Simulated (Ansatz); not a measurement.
**C2H5BrMg: a ladder of functionals and wavefunction methods**

An exercise on one series of results from a longer session: the logs are not shown, and one member is left open.

Program: Ansatz 0.2.0, Gaussian basis. Level of theory: functionals in def2-TZVPP, the program's frozen cores in correlated methods. These are calculated values, not measurements.

Plan: LDA (SPW92), PBE-D4, revPBE-D4, BLYP-D4, r2SCAN-D4, B97M-V, PBE0-D4, B3LYP-D4, r2SCANh-D4, r2SCAN0-D4, HSE06-D4, BHLYP-D4, CAM-B3LYP-D4, LC-ωPBE, ωB97X-V, ωB97M-V, B2PLYP, PBE-QIDH; CCSD(T)/def2-SVP; CCSD(T)/def2-TZVPP; MP2/def2-QZVPP; extrapolation to the limit; RPA on PBE.

### The relaxed structure

An earlier PBE0-D4 in a triple-zeta def2 set relaxation fixed the geometry.

SMILES `C[CH2][Mg][Br]`, 9 atoms, charge 0, spin multiplicity 1.

Atoms are counted from 1 here; the program's logs count them from 0.

Bond lengths: C1–C2 1.530 Å, C1–H5 1.094 Å, C1–H6 1.096 Å, C1–H7 1.094 Å, C2–Mg3 2.086 Å, C2–H8 1.097 Å, C2–H9 1.097 Å, Mg3–Br4 2.348 Å. Angles: C2–C1–H5 112.1°, C2–C1–H6 112.1°, C2–C1–H7 112.1°, H5–C1–H6 106.7°, H5–C1–H7 106.7°, H6–C1–H7 106.7°, C1–C2–Mg3 116.2°, C1–C2–H8 109.9°, C1–C2–H9 109.9°, Mg3–C2–H8 107.5°, Mg3–C2–H9 107.6°, H8–C2–H9 105.1°, C2–Mg3–Br4 179.8°.

The first run:

Input file in.yaml:

```yaml
crystal:
  periodic: [false, false, false]
  atoms:
    - {symbol: C, position_ang: [-0.502630, 0.995680, 0.503842]}
    - {symbol: C, position_ang: [0.356636, -0.269909, 0.508347]}
    - {symbol: Mg, position_ang: [0.470746, -1.312191, -1.294770]}
    - {symbol: Br, position_ang: [0.594612, -2.478252, -3.329320]}
    - {symbol: H, position_ang: [-1.544648, 0.784988, 0.245729]}
    - {symbol: H, position_ang: [-0.514864, 1.490344, 1.482120]}
    - {symbol: H, position_ang: [-0.142775, 1.735476, -0.217306]}
    - {symbol: H, position_ang: [1.381231, -0.024823, 0.813233]}
    - {symbol: H, position_ang: [-0.009807, -0.967612, 1.271026]}
basis:
  gaussian: {orbitals: def2-TZVPP}
hamiltonian: {xc: lda}
output: {orbitals: {seedname: orbitals}}
```

Command:

```sh
> ansatz run in.yaml --threads 4 --pin off --events-out ev --progress --plain --max-ram 10444MiB
```

Steps of the session up to this table: LDA; PBE-D4 (GGA); revPBE-D4 (GGA); BLYP-D4 (GGA); r2SCAN-D4 (meta-GGA); B97M-V (meta-GGA); B3LYP-D4 (hybrid); r2SCANh-D4 (hybrid); r2SCAN0-D4 (hybrid); HSE06-D4 (hybrid); BHLYP-D4 (hybrid); CAM-B3LYP-D4 (range-separated); LC-ωPBE (range-separated); ωB97X-V (range-separated); ωB97M-V (range-separated); B2PLYP (double hybrid); PBE-QIDH (double hybrid).

One of the session's tables, all rows but one given; the rest of the session is left out.

It belongs to the step «Orbital energies across the functionals». 

```
  functional  HOMO (eV)  gap (eV)
 LDA (SPW92)      -6.01      3.99
      PBE-D4      -5.84      4.05
   revPBE-D4      -5.76      4.08
     BLYP-D4      -5.73      3.98
   r2SCAN-D4      -5.99      4.60
      B97M-V      -6.08      4.33
     PBE0-D4      -6.97      5.86
    B3LYP-D4      -6.79      5.42
  r2SCANh-D4      -6.42      5.24
  r2SCAN0-D4      -7.08      6.20
    HSE06-D4      -6.58      5.11
    BHLYP-D4      -8.04      7.50
CAM-B3LYP-D4      -8.32      7.95
     LC-ωPBE      -9.62     10.31
     ωB97X-V      -9.28      9.82
     ωB97M-V          ?         ?
```

**Question.** Estimate the row for ωB97M-V.

As computed: HOMO (eV): -9.17; gap (eV): 9.32. In the column «HOMO (eV)» it lies between ωB97X-V (-9.28) and CAM-B3LYP-D4 (-8.32).
